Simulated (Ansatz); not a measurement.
# The V-H system: small convex hull, by script

Wanted for the V-H system: a small convex hull.

Program: Ansatz 0.2.0, driven from Python. Level of theory: DFT LDA, plane waves, PAW. These are calculated values, not measurements.

**1. The structure**

VH Fm-3m: Symmetry: Fm-3m, No. 225, cubic system. The conventional cell has a = 3.928 Å, b = 3.928 Å, c = 3.928 Å, α = 90.00°, β = 90.00°, γ = 90.00°. Around V (site symmetry m-3m) lie 6 H at 1.96 Å. H (site symmetry m-3m) is surrounded by 6 V at 1.96 Å.

VH2 Fm-3m: The structure is cubic, space group Fm-3m (No. 225). The conventional cell has a = 4.271 Å, b = 4.271 Å, c = 4.271 Å, α = 90.00°, β = 90.00°, γ = 90.00°. Around V (site symmetry m-3m) lie 8 H at 1.85 Å. H (site symmetry -43m) is surrounded by 4 V at 1.85 Å.

VH P6_3/mmc: The structure is hexagonal, space group P6_3/mmc (No. 194). Conventional cell: a = 2.736 Å, b = 2.736 Å, c = 4.936 Å, α = 90.00°, β = 90.00°, γ = 120.00°. V (site symmetry -3m) is surrounded by 6 H at 2.00 Å. H (site symmetry -6m2) has 6 V at 2.00 Å as nearest neighbours.

V Im-3m: It takes space group Im-3m (No. 229, cubic). Conventional cell: a = 3.029 Å, b = 3.029 Å, c = 3.029 Å, α = 90.00°, β = 90.00°, γ = 90.00°. V (site symmetry m-3m) is surrounded by 8 V at 2.62 Å.

H in a box: Symmetry: Pmmm, No. 47, orthorhombic system. The conventional cell has a = 9.000 Å, b = 9.500 Å, c = 10.000 Å, α = 90.00°, β = 90.00°, γ = 90.00°. Around H (site symmetry mm2) lie 1 H at 0.75 Å.

No structure file is read: the coordinates are typed or built in the script.

**2. The script**

Contents of hull.py:

```python
"""Stability of V-H compounds against each other, after relaxing atoms and volume at fixed cell shape."""

from collections import Counter
from dataclasses import dataclass
import warnings

import ansatz
import matplotlib.pyplot as plt
import numpy as np
from tabulate import tabulate


@dataclass
class RunConfig:
    xc: str = "LDA"
    cutoff: int = 470
    k_spacing: float = 0.33
    filling: str = "gaussian"
    sigma: float = 0.02


opts = RunConfig()

PHASES = {
    "VH Fm-3m": (
        [[0.0, 1.96375, 1.96375], [1.96375, 0.0, 1.96375], [1.96375, 1.96375, 0.0]],
        [
            ("V", [0.0, 0.0, 0.0]),
            ("H", [0.5, 0.5, 0.5]),
        ],
    ),
    "VH2 Fm-3m": (
        [[0.0, 2.1355, 2.1355], [2.1355, 0.0, 2.1355], [2.1355, 2.1355, 0.0]],
        [
            ("V", [0.0, 0.0, 0.0]),
            ("H", [0.25, 0.25, 0.25]),
            ("H", [0.75, 0.75, 0.75]),
        ],
    ),
    "VH P6_3/mmc": (
        [[2.73558, 0.0, 0.0], [-1.36779, 2.36908, 0.0], [0.0, 0.0, 4.93597]],
        [
            ("V", [0.0, 0.0, 0.0]),
            ("V", [0.0, 0.0, 0.5]),
            ("H", [2 / 3, 1 / 3, 0.75]),
            ("H", [1 / 3, 2 / 3, 0.25]),
        ],
    ),
    "V": (
        [[-1.51435, 1.51435, 1.51435], [1.51435, -1.51435, 1.51435], [1.51435, 1.51435, -1.51435]],
        [
            ("V", [0.0, 0.0, 0.0]),
        ],
    ),
    "H2": (
        [[9.0, 0.0, 0.0], [0.0, 9.5, 0.0], [0.0, 0.0, 10.0]],
        [
            ("H", [0.5, 0.5, 0.4625]),
            ("H", [0.5, 0.5, 0.5375]),
        ],
    ),
}
MOMENTS = {"V": 1.5}  # parallel starting moments in muB


def build(vectors, sites):
    crystal = ansatz.Crystal(lattice=ansatz.Lattice.of(vectors))
    for symbol, position in sites:
        crystal = crystal.atom(symbol, position)
    return crystal

POLARISED = {"VH Fm-3m", "VH2 Fm-3m", "VH P6_3/mmc", "V"}

GASES = {"H2"}


def solve(name, crystal):
    calc = (
        crystal.calculation()
        .functional(opts.xc)
        .basis(opts.cutoff)
        .kpoints(spacing=opts.k_spacing)
        .occupations(opts.filling, width=opts.sigma)
    )
    if name in POLARISED:
        calc = calc.spin("collinear")
    if name in GASES:
        return calc.kpoints(1, 1, 1).relax(force_tolerance=0.03).run()
    calc = calc.relax(force_tolerance=0.03, fix_cell=["shape"])
    return calc.run()


def counts(outcome):
    return Counter(site.symbol for site in outcome.lattice.sites)

def formation_energy(outcome, mu):
    n = counts(outcome)
    return (outcome.report["energy_sigma0_ev"] - sum(k * mu[element] for element, k in n.items())) / sum(n.values())

warnings.simplefilter("ignore", ansatz.DeckWarning)

phases = {name: build(*cell) for name, cell in PHASES.items()}
for name in ["VH Fm-3m", "VH2 Fm-3m", "VH P6_3/mmc", "V"]:
    phases[name] = phases[name].moments({e: m for e, m in MOMENTS.items() if e in phases[name].species()})

done = {name: solve(name, crystal) for name, crystal in phases.items()}

# energy of one atom in its reference phase
references = {"V": "V", "H": "H2"}
mu = {element: done[name].report["energy_sigma0_ev"] / len(done[name].lattice.sites) for element, name in references.items()}
points = sorted((counts(o)["H"] / len(o.lattice.sites), formation_energy(o, mu), name) for name, o in done.items())

# walk in x and drop points that lie above the chord
hull = []
for x, e, _ in points:
    while len(hull) > 1 and (hull[-1][0] - hull[-2][0]) * (e - hull[-2][1]) - (hull[-1][1] - hull[-2][1]) * (x - hull[-2][0]) <= 0:
        hull.pop()
    hull.append((x, e))
rows = [(name, x, e, e - np.interp(x, *zip(*hull))) for x, e, name in points]
print(tabulate(rows, headers=["phase", "x(H)", "E_form (eV/atom)", "above hull (eV/atom)"], floatfmt=".4f", tablefmt="plain"))
print("on the hull of these phases:", ", ".join(row[0] for row in rows if row[3] < 1e-6))
stable = [row for row in rows if row[3] < 1e-6]
plt.figure(figsize=(4.5, 3.2))
plt.plot([row[1] for row in stable], [row[2] for row in stable], "k-o")
plt.plot([row[1] for row in rows], [row[2] for row in rows], "r.")
plt.xlabel("fraction of H")
plt.ylabel("formation energy (eV/atom)")
plt.tight_layout()
plt.savefig("hull.png", dpi=100)
```

**3. The calls as engine input**

The engine receives this input (first run):

```yaml
crystal:
  lattice:
    - [0.0, 1.96375, 1.96375]
    - [1.96375, 0.0, 1.96375]
    - [1.96375, 1.96375, 0.0]
  atoms:
    - { symbol: V, position: [0.0, 0.0, 0.0] }
    - { symbol: H, position: [0.5, 0.5, 0.5] }
basis:
  ecutwfc: 470.0
kpoints:
  mp_grid:
    kspacing: 0.33
hamiltonian:
  xc: lda
magnetization:
  spin_polarized: true
  per_species:
    V: 1.5
scf:
  occupations:
    method: gaussian
    width: 0.02
relax:
  f_tol: 0.03
  cell:
    fix: [shape]
```

**4. Launch**

On the command line:

```
$ python hull.py
```

Q: Predict the main results. Wanted: on the hull of these phases; energy of VH; energy of VH2 (for each run or level that gives them).

**Answer**, as computed:

| quantity | value |
| --- | --- |
| on the hull of these phases | V, VH Fm-3m, VH2 Fm-3m, H2 |
| runs compared | 5 |
| energy of VH (run 1) from the elements | -308 meV/atom |
| energy of VH2 (run 2) from the elements | -405 meV/atom |
| energy of VH (run 3) from the elements | -28 meV/atom |

Among these few phases the hull runs through V, VH Fm-3m, VH2 Fm-3m, H2; other phases, not tried, may lie lower. VH2 lies 405 meV/atom below its elements, the most of the cells tried. In CPU time, run 3 (VH (4 atoms)) cost about 7 times as much as run 5 (H (2 atoms)). In run 3, over 3 moves the cell shrank by 6.2 % in volume, and the space group stayed P6_3/mmc. In run 4, the volume shrank by 10.5 % over 3 moves, and the space group stayed Im-3m. Notes:
- The SCF didn't keep the moments it started from (some shrank, vanished or turned); what is printed is the state reached.
- For the metals among these cells the mesh is coarse, so their volumes and pressures are rough.
- Atoms and volume are relaxed with the cell's shape held, which in cells of lower than cubic symmetry can hide stresses and shift volumes.
- Differences under about 40 meV an atom lie within the error of mesh and functional, so such verdicts may flip; only the cells listed enter the hull. The starting moments were not kept in at least one run, so it stands on a weaker or other magnetic state than the one typed. Whether this is the phase that is stable at ambient conditions was not tested.
